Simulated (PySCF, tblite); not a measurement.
# C6H10ClFSi: geometry, infrared bands and NMR shifts

What infrared bands and NMR shifts should C6H10ClFSi (`C=C[C@@]1(Cl)[SiH2]CC[C@@H]1F`) show?

Computed with tblite 0.8.0 and PySCF 2.14.0, with density-fitted response routines of our own, on a single molecule in the gas phase. Atoms count from 0, in the outputs and in this text.

### 1 The starting structure

19 atoms, charge 0, multiplicity 1; geometry from: force field or distance geometry start.

Bonds of the start (Å): C0–C1 1.34, C1–C2 1.50, C2–Cl3 1.80, C2–Si4 2.00, Si4–C5 1.93, C5–C6 1.54, C6–C7 1.54, C7–F8 1.36, C7–C2 1.57, C0–H9 1.09, C0–H10 1.08, C1–H11 1.10, Si4–H12 1.49, Si4–H13 1.49, C5–H14 1.09, C5–H15 1.10, C6–H16 1.10, C6–H17 1.09, C7–H18 1.10.

### 2 Geometry optimisation with GFN2-xTB

The job: settings as JSON, then the geometry in Å.

```
{"job": {"kind": "relax", "xc": "GFN2-xTB", "basis": "xTB"}, "charge": 0, "multiplicity": 1}
C      2.613900     0.639500    -0.947800
C      2.057800    -0.052200     0.050800
C      0.637700    -0.536800     0.161900
Cl     0.646100    -2.335100     0.115800
Si    -0.234000    -0.083900     1.899700
C     -1.940000     0.297100     1.090000
C     -1.834500    -0.214800    -0.356300
C     -0.401000     0.051400    -0.853300
F     -0.253800    -0.521900    -2.083200
H      2.038500     0.930900    -1.825000
H      3.653100     0.916700    -0.925100
H      2.716400    -0.337800     0.887100
H     -0.303200    -1.223600     2.852400
H      0.345900     1.154500     2.483300
H     -2.756600    -0.173300     1.638500
H     -2.091500     1.383000     1.112100
H     -2.060000    -1.287200    -0.397600
H     -2.574000     0.270500    -0.994800
H     -0.270500     1.132200    -0.974500
```

Started as:

```sh
> OMP_NUM_THREADS=1 python probes_run.py task.json out
```

One launch serves the whole session: the jobs run in the order shown.

**Question.** This job is followed by: GFN2-xTB harmonic vibrations, gas phase; GIAO PBE0/pcSseg-1 NMR shielding, non-relativistic, gas phase. Predict these results of the whole session: strongest single infrared mode (GFN2-xTB); zero-point energy (GFN2-xTB); 13C shifts against TMS (PBE0/pcSseg-1); 1H shifts against TMS (PBE0/pcSseg-1); 35Cl shifts against HCl (PBE0/pcSseg-1); 29Si shifts against TMS (PBE0/pcSseg-1); 19F shifts against CFCl3 (PBE0/pcSseg-1); surface potential, 1st and 99th percentile.

The runs gave:

| quantity | value |
| --- | --- |
| strongest single infrared mode (GFN2-xTB) | 2256 cm⁻¹, 331 km/mol |
| zero-point energy (GFN2-xTB) | 88.6 kcal/mol |
| 13C shifts against TMS (PBE0/pcSseg-1) | 146.0, 119.7, 96.1, 66.1, 33.3, 0.4 ppm |
| 1H shifts against TMS (PBE0/pcSseg-1) | 6.43, 5.57, 5.51, 5.12, 4.52, 4.42, 2.70, 2.33, 1.02, 0.75 ppm |
| 35Cl shifts against HCl (PBE0/pcSseg-1) | 189 ppm |
| 29Si shifts against TMS (PBE0/pcSseg-1) | -10.5 ppm |
| 19F shifts against CFCl3 (PBE0/pcSseg-1) | -216.4 ppm |
| surface potential, 1st and 99th percentile | -1.27 V and 1.26 V |

In words: Relaxing lowered the energy by 0.195 eV in 75 steps; the close pair that moved most is C2–Si4, from 1.996 to 1.930 Å. All 51 modes are real, so the xTB geometry is a minimum. The strongest single mode, at 2256 cm⁻¹, moves mainly H13. GFN2-xTB is a fitted tight-binding method: band positions and strengths are rough. Its intensities can rank the bands wrongly. The most deshielded carbon is C1 (alkene CH), at 146.0 ppm: an sp2 carbon of a C=C bond. H11 (hydrogen on an alkene CH) lies farthest downfield among hydrogen, at 6.43 ppm; olefinic region. At PBE0/pcSseg-1: The largest span, 413 ppm, is at Cl3, where the paramagnetic term is -388 ppm. At PBE0/pcSseg-1, counted by nearest atom on the grid, the HOMO lies on C0 25 %; C1 19 %, the LUMO on Cl3 22 %; C0, C1 about 18 % each.
